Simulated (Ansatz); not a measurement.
**ClF2HSi: molecular dynamics**

Aim: follow the molecule's vibrations and see whether its bonds hold. The start is relaxed first. Runs: 40 steps of 2 fs at constant energy, with velocities drawn for 700 K; 150 steps of 1 fs at constant energy (fourth-order Milne integrator), with velocities drawn for 1500 K. SMILES of the start: F[SiH](F)Cl.

All numbers below are computed with Ansatz 0.2.0 (RKS CAM-B3LYP-D4/6-31G*).

## Step 1: The system as given

Bond lengths: Si1–Cl2 2.130 Å, Si1–F3 1.590 Å, Si1–F4 1.589 Å, Si1–H5 1.459 Å. Angles: Cl2–Si1–F3 109.5°, Cl2–Si1–F4 109.5°, Cl2–Si1–H5 109.5°, F3–Si1–F4 109.5°, F3–Si1–H5 109.5°, F4–Si1–H5 109.5°.

Structure file:

```xyz
5

Si    0.0000    0.0000    0.0000
Cl    0.0000    0.0000    2.1300
F     1.4994    0.0000   -0.5295
F    -0.7489    1.2974   -0.5295
H    -0.6877   -1.1914   -0.4862
```

## Step 2: Relaxing the start

Input file input.yaml:

```yaml
crystal:
  periodic: [false, false, false]
  atoms:
    - { symbol: Si, position_ang: [0.0, 0.0, 0.0] }
    - { symbol: Cl, position_ang: [0.0, 0.0, 2.13] }
    - { symbol: F, position_ang: [1.4994, 0.0, -0.5295] }
    - { symbol: F, position_ang: [-0.7489, 1.2974, -0.5295] }
    - { symbol: H, position_ang: [-0.6877, -1.1914, -0.4862] }
basis:
  gaussian: { orbitals: "6-31G*" }
hamiltonian:
  xc: cam_b3lyp
  dispersion: d4
relax:
  f_tol: 0.02
  max_steps: 40
output:
  orbitals: {}
```

Run with:

```sh
> ansatz run input.yaml --threads 2 --pin off --max-ram 3072MiB --backend cpu --events-out ev --progress --plain --runs-dir out
```

Output (excerpt; [...] marks lines left out):

```text
Warning: RAYON_NUM_THREADS=2 ignored (pool sized by the plan → 2); use --threads N
[...]
Functional definition: CAM-B3LYP
[...]
666 factors; integrals over basis functions are off by at most 3.9e-4 eV
205 factors; integrals over basis functions are off by at most 1.5e-6 eV
[...]
mean field -25853.13138611 eV, -950.0850545577 hartree, gradient 1.8e-5 eV, S^2 0.000000; 0 other end points of the search recorded, 0 dependent functions left out
[...]
reference -25853.13148943 eV, -950.0850583545 hartree; 25, 25 occupied and 45, 45 virtual orbitals, 666 factors
relax step   1: F+E_penalty+E_count = -25853.21934819 eV  Δ(F+E_penalty+E_count) = +0.000e0 eV  max|allowed force component| = 1.667e0 eV/Å  Δτ_max = 0.0000 Å  (25 SCF iters, accepted)
[...]
relax step   4: F+E_penalty+E_count = -25853.31552531 eV  Δ(F+E_penalty+E_count) = -5.837e-4 eV  max|allowed force component| = 4.386e-2 eV/Å  Δτ_max = 0.0056 Å  (24 SCF iters, accepted)
[...]
relax step   5: F+E_penalty+E_count = -25853.31579797 eV  Δ(F+E_penalty+E_count) = -2.727e-4 eV  max|allowed force component| = 9.954e-3 eV/Å  Δτ_max = 0.0043 Å  (22 SCF iters, accepted)
666 factors; integrals over basis functions are off by at most 3.8e-4 eV
205 factors; integrals over basis functions are off by at most 1.4e-6 eV
mean field -25853.22707145 eV, -950.0885709292 hartree, gradient 2.5e-5 eV, S^2 0.000000; 1 other end points of the search recorded, 0 dependent functions left out
[...]
reference -25853.22717391 eV, -950.0885746945 hartree; 25, 25 occupied and 45, 45 virtual orbitals, 666 factors
Total energy: -25853.31590043 eV, -950.0918353339 hartree
Atom 0 at    -0.007173    -0.013004     0.018315 Å, force    -0.001978    -0.003187    -0.003243 eV/Å
Atom 1 at     0.007617     0.013037     2.048989 Å, force    -0.002189    -0.003854     0.000344 eV/Å
Atom 2 at     1.490278     0.014056    -0.501052 Å, force    -0.001506     0.009954    -0.002187 eV/Å
Atom 3 at    -0.732381     1.297312    -0.501292 Å, force     0.009423     0.003557    -0.002200 eV/Å
Atom 4 at    -0.695541    -1.205401    -0.480159 Å, force    -0.003751    -0.006470     0.007285 eV/Å
Dipole moment:    -0.127882    -0.221535    -0.118933 e Å
```

Run time: 9.6 s. Hardware: 2 threads of Arm Neoverse V1, shared host; peak memory 0.14 GiB.

The steps of the relaxation:

```tsv
step	energy from step 1 (eV)	largest force component (eV/Å)
1	0.0000	1.6675
2	-0.0887	0.4950
3	-0.0956	0.0900
4	-0.0962	0.0439
5	-0.0965	0.0100
```

Step 1 is the start.

After: Bond lengths: Si1–Cl2 2.031 Å, Si1–F3 1.585 Å, Si1–F4 1.585 Å, Si1–H5 1.464 Å. Angles: Cl2–Si1–F3 108.7°, Cl2–Si1–F4 108.7°, Cl2–Si1–H5 110.7°, F3–Si1–F4 108.1°, F3–Si1–H5 110.3°, F4–Si1–H5 110.3°.

## Step 3: Run 1

40 steps of 2 fs at constant energy, with velocities drawn for 700 K, from the relaxed start.

Input file input.yaml:

```yaml
crystal:
  periodic: [false, false, false]
  atoms:
    - { symbol: Si, position_ang: [-0.007173, -0.013004, 0.018315] }
    - { symbol: Cl, position_ang: [0.007617, 0.013037, 2.048989] }
    - { symbol: F, position_ang: [1.490278, 0.014056, -0.501052] }
    - { symbol: F, position_ang: [-0.732381, 1.297312, -0.501292] }
    - { symbol: H, position_ang: [-0.695541, -1.205401, -0.480159] }
basis:
  gaussian: { orbitals: "6-31G*" }
hamiltonian:
  xc: cam_b3lyp
  dispersion: d4
md:
  timestep: 2.0
  n_steps: 40
  ensemble: nve
  temperature: 700.0
  initial_velocities: maxwell_boltzmann
  seed: 976486
```

Run with:

```sh
> ansatz run input.yaml --threads 2 --pin off --max-ram 3072MiB --backend cpu --events-out ev --progress --plain --runs-dir out
```

Output (excerpt; [...] marks lines left out):

```text
Warning: RAYON_NUM_THREADS=2 ignored (pool sized by the plan → 2); use --threads N
[...]
[... 1 set-up line as earlier in the session ...]
[...]
667 factors; integrals over basis functions are off by at most 3.8e-4 eV
205 factors; integrals over basis functions are off by at most 1.4e-6 eV
[...]
mean field -25853.22707170 eV, -950.0885709384 hartree, gradient 1.5e-5 eV, S^2 0.000000; 0 other end points of the search recorded, 0 dependent functions left out
[...]
reference -25853.22717415 eV, -950.0885747032 hartree; 25, 25 occupied and 45, 45 virtual orbitals, 667 factors
md step     0: t =     0.00 fs  T =   700.0 K  F+E_penalty+E_count = -25853.31579822 eV  E_kin = 0.271446 eV  conserved = -25853.04435223 eV  (25 SCF iters)
[...]
md step    10: t =    20.00 fs  T =   418.5 K  F+E_penalty+E_count = -25853.20516625 eV  E_kin = 0.162289 eV  conserved = -25853.04287745 eV  (26 SCF iters, 5 dispersion substeps)
[...]
md step    39: t =    78.00 fs  T =   429.1 K  F+E_penalty+E_count = -25853.20587856 eV  E_kin = 0.166403 eV  conserved = -25853.03947516 eV  (26 SCF iters, 5 dispersion substeps)
[...]
md step    40: t =    80.00 fs  T =   489.7 K  F+E_penalty+E_count = -25853.23252824 eV  E_kin = 0.189879 eV  conserved = -25853.04264927 eV  (26 SCF iters, 5 dispersion substeps)
Total energy: -25853.23263007 eV, -950.0887752045 hartree
Atom 0 at     0.014739     0.012120     0.030673 Å, force    -0.690518    -0.963319    -0.575335 eV/Å
Atom 1 at     0.004899     0.022450     2.007460 Å, force     0.049810     0.006651     1.307112 eV/Å
Atom 2 at     1.491143    -0.021882    -0.478013 Å, force     0.955316     0.300308    -0.346634 eV/Å
Atom 3 at    -0.762271     1.275862    -0.463600 Å, force    -0.176610     0.933889    -0.381073 eV/Å
Atom 4 at    -0.663424    -1.154839    -0.508622 Å, force    -0.137997    -0.277528    -0.004070 eV/Å
Dipole moment:    -0.082429    -0.160354    -0.079421 e Å
```

Run time: 61 s. Hardware: 2 threads of Arm Neoverse V1, shared host; peak memory 0.14 GiB.

## Step 4: Frames and traces

One step in 3; energies are changes from step 0:

```tsv
time (fs)	T (K)	potential energy change (meV/atom)	total energy change (meV/atom)
0.0	700	0.0	0.00
6.0	406	23.4	0.64
12.0	177	41.5	0.97
18.0	337	29.1	0.94
24.0	385	25.7	1.19
30.0	326	30.2	1.19
36.0	327	29.8	0.87
42.0	204	39.4	0.90
48.0	215	38.3	0.63
54.0	476	17.7	0.31
60.0	576	10.0	0.33
66.0	304	31.5	0.83
72.0	202	39.8	1.22
78.0	429	22.0	0.98
80.0	490	16.7	0.34
```

time (fs), T (K) and a bar:
```
      0.0        700 ##############################
      4.0        513 ###################
      6.0        406 #############
     10.0        167 
     14.0        236 ####
     18.0        337 ##########
     20.0        419 ##############
     24.0        385 ############
     28.0        369 ###########
     32.0        336 #########
     34.0        360 ###########
     38.0        293 #######
     42.0        204 ##
     46.0        170 
     48.0        215 ###
     52.0        355 ###########
     56.0        523 ####################
     60.0        576 #######################
     62.0        519 ####################
     66.0        304 ########
     70.0        175 
     74.0        300 #######
     76.0        373 ############
     80.0        490 ##################
```

## Step 5: Snapshots as a file

Extended XYZ, with forces in eV/Å:

```xyz
5
time_fs=10.0 T=167 dE=0.2145
Si   -0.009   -0.001    0.072   -0.882   -0.106   -1.435
Cl    0.018    0.002    2.017   -0.057    0.060    2.020
F     1.427    0.040   -0.486    2.193   -0.040   -0.492
F    -0.688    1.270   -0.536   -0.684    1.041   -0.014
H    -0.660   -1.126   -0.503   -0.570   -0.955   -0.079
5
time_fs=20.0 T=419 dE=0.1106
Si   -0.043   -0.011    0.071    0.669   -0.352   -1.816
Cl    0.027   -0.007    2.035   -0.045    0.219    1.513
F     1.452    0.061   -0.490   -0.200   -0.373    0.189
F    -0.675    1.287   -0.570   -0.550    0.221    0.197
H    -0.753   -1.238   -0.350    0.127    0.286   -0.083
5
time_fs=30.0 T=326 dE=0.1511
Si   -0.056   -0.026    0.015    0.716    0.296    0.391
Cl    0.034   -0.011    2.089   -0.139    0.181   -0.766
F     1.476    0.065   -0.488   -1.011   -0.520    0.179
F    -0.689    1.315   -0.594   -0.108   -0.736    0.414
H    -0.831   -1.280   -0.308    0.541    0.778   -0.218
5
time_fs=40.0 T=274 dE=0.1674
Si   -0.038   -0.015   -0.025   -0.461    0.616    1.656
Cl    0.038   -0.011    2.126   -0.275    0.000   -1.918
F     1.459    0.044   -0.479    0.765   -0.196   -0.274
F    -0.709    1.311   -0.598   -0.033   -0.247    0.389
H    -0.755   -1.164   -0.568    0.003   -0.173    0.146
5
time_fs=50.0 T=249 dE=0.1812
Si   -0.030    0.012   -0.015    0.517    0.065    1.496
Cl    0.035   -0.009    2.113   -0.290    0.032   -1.695
F     1.471    0.013   -0.480    0.623    0.175   -0.061
F    -0.733    1.297   -0.583   -0.243    0.593    0.193
H    -0.638   -1.104   -0.660   -0.607   -0.865    0.068
5
time_fs=60.0 T=576 dE=0.0498
Si   -0.018    0.023    0.032    0.506   -0.666   -0.717
Cl    0.024   -0.006    2.058   -0.051    0.257    0.078
F     1.509   -0.010   -0.485   -0.974    0.259    0.258
F    -0.765    1.304   -0.557    0.368   -0.274    0.333
H    -0.708   -1.212   -0.424    0.151    0.423    0.048
5
time_fs=70.0 T=175 dE=0.2103
Si    0.011    0.021    0.059   -1.192   -0.611   -1.951
Cl    0.012    0.003    2.006    0.228    0.399    2.236
F     1.508   -0.021   -0.479   -0.367    0.173   -0.083
F    -0.779    1.300   -0.515    0.740   -0.573    0.246
H    -0.789   -1.220   -0.236    0.591    0.611   -0.448
5
time_fs=80.0 T=490 dE=0.0833
Si    0.015    0.012    0.031   -0.691   -0.963   -0.575
Cl    0.005    0.022    2.007    0.050    0.007    1.307
F     1.491   -0.022   -0.478    0.955    0.300   -0.347
F    -0.762    1.276   -0.464   -0.177    0.934   -0.381
H    -0.663   -1.155   -0.509   -0.138   -0.278   -0.004
```

Reading of run 1. The temperature starts at 700 K and averages 341 K in the second half, where it ranges from 147 to 576 K; a mean near half the start is what vibrations about a minimum give, since they share energy equally between motion and strain. The total energy strays from its start by at most 1.57 meV/atom, 5.7 % of the mean kinetic energy, which is poor: the step of 2 fs is too long for the fastest motion. The bonding pattern survives the run.

## Step 6: Run 2

150 steps of 1 fs at constant energy (fourth-order milne integrator), with velocities drawn for 1500 K, from the relaxed start.

input.yaml: that of step 3 with these lines changed.

```diff
@@ -14,7 +14,7 @@
 md:
-  timestep: 2.0
-  n_steps: 40
-  ensemble: nve
-  temperature: 700.0
+  timestep: 1.0
+  n_steps: 150
+  ensemble: nve_milne
+  temperature: 1500.0
   initial_velocities: maxwell_boltzmann
-  seed: 976486
+  seed: 689615
```

Run with:

```sh
> ansatz run input.yaml --threads 2 --pin off --max-ram 3072MiB --backend cpu --events-out ev --progress --plain --runs-dir out
```

Output (excerpt; [...] marks lines left out):

```text
Warning: RAYON_NUM_THREADS=2 ignored (pool sized by the plan → 2); use --threads N
[...]
[... 1 set-up line as earlier in the session ...]
[...]
667 factors; integrals over basis functions are off by at most 3.8e-4 eV
205 factors; integrals over basis functions are off by at most 1.4e-6 eV
[...]
mean field -25853.22707170 eV, -950.0885709384 hartree, gradient 1.5e-5 eV, S^2 0.000000; 0 other end points of the search recorded, 0 dependent functions left out
[...]
reference -25853.22717415 eV, -950.0885747032 hartree; 25, 25 occupied and 45, 45 virtual orbitals, 667 factors
md step     0: t =     0.00 fs  T =  1500.0 K  F+E_penalty+E_count = -25853.31579822 eV  E_kin = 0.581670 eV  conserved = -25852.73412823 eV  (25 SCF iters)
[...]
md step    19: t =    19.00 fs  T =   590.9 K  F+E_penalty+E_count = -25852.96296320 eV  E_kin = 0.229149 eV  conserved = -25852.73381381 eV  (27 SCF iters, 3 dispersion substeps)
[...]
md step    38: t =    38.00 fs  T =   925.2 K  F+E_penalty+E_count = -25853.09700828 eV  E_kin = 0.358787 eV  conserved = -25852.73822135 eV  (26 SCF iters, 3 dispersion substeps)
[...]
md step    57: t =    57.00 fs  T =  1176.2 K  F+E_penalty+E_count = -25853.19347173 eV  E_kin = 0.456107 eV  conserved = -25852.73736499 eV  (27 SCF iters, 3 dispersion substeps)
[...]
md step    74: t =    74.00 fs  T =   555.4 K  F+E_penalty+E_count = -25852.94943468 eV  E_kin = 0.215378 eV  conserved = -25852.73405662 eV  (27 SCF iters, 3 dispersion substeps)
md step    75: t =    75.00 fs  T =   367.1 K  F+E_penalty+E_count = -25852.87706685 eV  E_kin = 0.142372 eV  conserved = -25852.73469523 eV  (28 SCF iters, 3 dispersion substeps)
```

## Step 7: The log goes on: dynamics from the start

The log, continued (excerpt; [...] marks lines left out):

```text
md step    76: t =    76.00 fs  T =   350.1 K  F+E_penalty+E_count = -25852.86980417 eV  E_kin = 0.135770 eV  conserved = -25852.73403394 eV  (28 SCF iters, 3 dispersion substeps)
[...]
md step    94: t =    94.00 fs  T =  1124.0 K  F+E_penalty+E_count = -25853.17104947 eV  E_kin = 0.435862 eV  conserved = -25852.73518786 eV  (27 SCF iters, 3 dispersion substeps)
[...]
md step   112: t =   112.00 fs  T =   607.3 K  F+E_penalty+E_count = -25852.97091232 eV  E_kin = 0.235495 eV  conserved = -25852.73541739 eV  (26 SCF iters, 3 dispersion substeps)
[...]
md step   130: t =   130.00 fs  T =  1031.6 K  F+E_penalty+E_count = -25853.13171846 eV  E_kin = 0.400023 eV  conserved = -25852.73169592 eV  (27 SCF iters, 3 dispersion substeps)
[...]
md step   148: t =   148.00 fs  T =   627.1 K  F+E_penalty+E_count = -25852.97661441 eV  E_kin = 0.243173 eV  conserved = -25852.73344156 eV  (25 SCF iters, 3 dispersion substeps)
[...]
md step   149: t =   149.00 fs  T =   808.6 K  F+E_penalty+E_count = -25853.04686121 eV  E_kin = 0.313564 eV  conserved = -25852.73329716 eV  (28 SCF iters, 3 dispersion substeps)
[...]
md step   150: t =   150.00 fs  T =  1012.8 K  F+E_penalty+E_count = -25853.12958113 eV  E_kin = 0.392737 eV  conserved = -25852.73684406 eV  (26 SCF iters, 3 dispersion substeps)
Total energy: -25853.12968404 eV, -950.0849920078 hartree
Atom 0 at    -0.013201     0.008022     0.038036 Å, force     0.916936    -0.996084    -1.618525 eV/Å
Atom 1 at    -0.000010    -0.006584     2.091714 Å, force     0.018047     0.102254    -0.678757 eV/Å
Atom 2 at     1.527190     0.019041    -0.551736 Å, force    -1.901211     0.073121     0.993464 eV/Å
Atom 3 at    -0.744151     1.298941    -0.554867 Å, force     0.292783    -0.251443     0.497045 eV/Å
Atom 4 at    -0.733209    -1.225828    -0.567181 Å, force     0.673444     1.072152     0.806773 eV/Å
Dipole moment:    -0.157609    -0.187983    -0.012268 e Å
```

Wall time 3.6 min (2 threads of Arm Neoverse V1, shared host); peak memory 0.14 GiB.

## Step 8: The trajectory

One step in 11; energies are changes from step 0:

```tsv
time (fs)	T (K)	potential energy change (meV/atom)	total energy change (meV/atom)
0.0	1500	0.0	0.00
11.0	184	101.6	-0.42
22.0	1155	27.3	0.50
33.0	489	78.5	0.11
44.0	725	61.0	0.90
55.0	707	61.2	-0.25
66.0	1173	26.1	0.71
77.0	508	77.0	0.08
88.0	724	60.4	0.15
99.0	977	39.9	-0.58
110.0	704	61.5	-0.22
121.0	680	63.1	-0.52
132.0	529	75.4	0.10
143.0	1330	12.8	-0.40
150.0	1013	37.2	-0.54
```

time (fs), T (K) and a bar:
```
      0.0       1500 ##############################
      7.0        831 ###############
     13.0        765 ##############
     20.0        748 #############
     26.0        141 
     33.0        489 ########
     39.0        476 #######
     46.0        251 ##
     52.0       1191 #######################
     59.0        720 #############
     65.0       1130 ######################
     72.0       1105 #####################
     78.0        781 ##############
     85.0       1128 ######################
     91.0        507 ########
     98.0        634 ###########
    104.0        193 #
    111.0        462 #######
    117.0        428 ######
    124.0        692 ############
    130.0       1032 ####################
    137.0       1044 ####################
    143.0       1330 ##########################
    150.0       1013 ###################
```

Maxima of the velocity power spectrum (cm⁻¹, relative height; resolution about 440 cm⁻¹): 280 (25), 950 (65), 2330 (100).

## Step 9: Positions and forces

Extended XYZ, with forces in eV/Å:

```xyz
5
time_fs=19.0 T=591 dE=0.3528
Si   -0.049   -0.008    0.046   -0.540   -2.179   -1.481
Cl    0.039   -0.009    2.046   -0.197    0.139    0.585
F     1.455    0.059   -0.463   -0.025   -0.313   -0.044
F    -0.688    1.296   -0.576   -0.461    0.100    0.191
H    -0.829   -1.378   -0.467    1.223    2.253    0.749
5
time_fs=38.0 T=925 dE=0.2188
Si   -0.042   -0.024    0.019   -0.250    3.436    0.610
Cl    0.052   -0.020    2.085   -0.295    0.075   -0.731
F     1.450    0.052   -0.444    0.833   -0.266   -0.381
F    -0.720    1.331   -0.626    0.614   -1.567    1.097
H    -0.755   -1.106   -0.465   -0.901   -1.679   -0.596
5
time_fs=56.0 T=1033 dE=0.1812
Si   -0.046    0.035    0.019    2.979    0.110    1.096
Cl    0.037   -0.018    2.068   -0.208    0.326   -0.329
F     1.500    0.006   -0.463   -1.116    0.253    0.202
F    -0.743    1.289   -0.580   -0.516    1.012   -0.211
H    -0.644   -1.137   -0.390   -1.139   -1.700   -0.758
5
time_fs=75.0 T=367 dE=0.4387
Si    0.037    0.001    0.046   -4.191   -0.502   -2.396
Cl    0.007    0.008    2.029    0.107    0.050    0.934
F     1.496   -0.013   -0.488    1.099    0.156   -0.368
F    -0.794    1.317   -0.514    1.430   -1.481    0.796
H    -0.835   -1.260   -0.567    1.554    1.777    1.035
5
time_fs=94.0 T=1124 dE=0.1447
Si   -0.005   -0.024   -0.024    2.384   -1.737    1.488
Cl   -0.018    0.042    2.047    0.087   -0.235   -0.567
F     1.531    0.006   -0.529   -1.153    0.156    0.278
F    -0.734    1.271   -0.405   -1.054    1.697   -1.076
H    -0.584   -1.279   -0.500   -0.263    0.119   -0.123
5
time_fs=112.0 T=607 dE=0.3449
Si    0.020   -0.088    0.005    1.220    4.965    1.184
Cl   -0.031    0.053    2.036    0.192   -0.515   -0.035
F     1.503    0.041   -0.557   -0.166   -0.303    0.237
F    -0.719    1.302   -0.397    0.430   -1.099   -0.078
H    -0.616   -1.116   -0.551   -1.676   -3.048   -1.308
5
time_fs=131.0 T=736 dE=0.2934
Si    0.023   -0.019    0.034   -1.146   -3.037   -0.265
Cl   -0.026    0.025    2.035    0.244    0.047    0.746
F     1.475    0.040   -0.557    0.659   -0.085   -0.113
F    -0.699    1.271   -0.448   -0.767    0.949   -0.632
H    -0.703   -1.418   -0.364    1.010    2.125    0.264
5
time_fs=150.0 T=1013 dE=0.1862
Si   -0.013    0.008    0.038    0.917   -0.996   -1.619
Cl    0.000   -0.007    2.092    0.018    0.102   -0.679
F     1.527    0.019   -0.552   -1.901    0.073    0.994
F    -0.744    1.299   -0.555    0.293   -0.251    0.497
H    -0.733   -1.226   -0.567    0.673    1.072    0.807
```

Reading of run 2. The temperature starts at 1500 K and averages 748 K in the second half, where it ranges from 193 to 1330 K; a mean near half the start is what vibrations about a minimum give, since they share energy equally between motion and strain. The total energy strays from its start by at most 1.05 meV/atom, 1.8 % of the mean kinetic energy, so a step of 1 fs is short enough over this time. No bond forms or breaks.

## Step 10: Results

| quantity | value |
| --- | --- |
| relaxation of the start | 4 moves, 0.096 eV lower |
| run 1: length | 40 steps of 2 fs |
| run 1: temperature, first and last step | 700 and 490 K |
| run 1: temperature, second half | mean 341 K, from 147 to 576 K |
| run 1: potential energy, second half | +29 meV/atom from this run's first step |
| run 1: largest change of the total energy | 1.57 meV/atom |
| run 1: bonds formed or broken | 0 |
| run 2: length | 150 steps of 1 fs |
| run 2: temperature, first and last step | 1500 and 1013 K |
| run 2: temperature, second half | mean 748 K, from 193 to 1330 K |
| run 2: potential energy, second half | +58 meV/atom from this run's first step |
| run 2: largest change of the total energy | 1.05 meV/atom |
| run 2: bonds formed or broken | 0 |

Mean temperatures of the second halves: 341 K, 748 K. No bond formed or broke in any run. 150 fs on 5 atoms is far too short and small for converged averages. The nuclei move classically, without zero-point motion, which matters most for hydrogen.
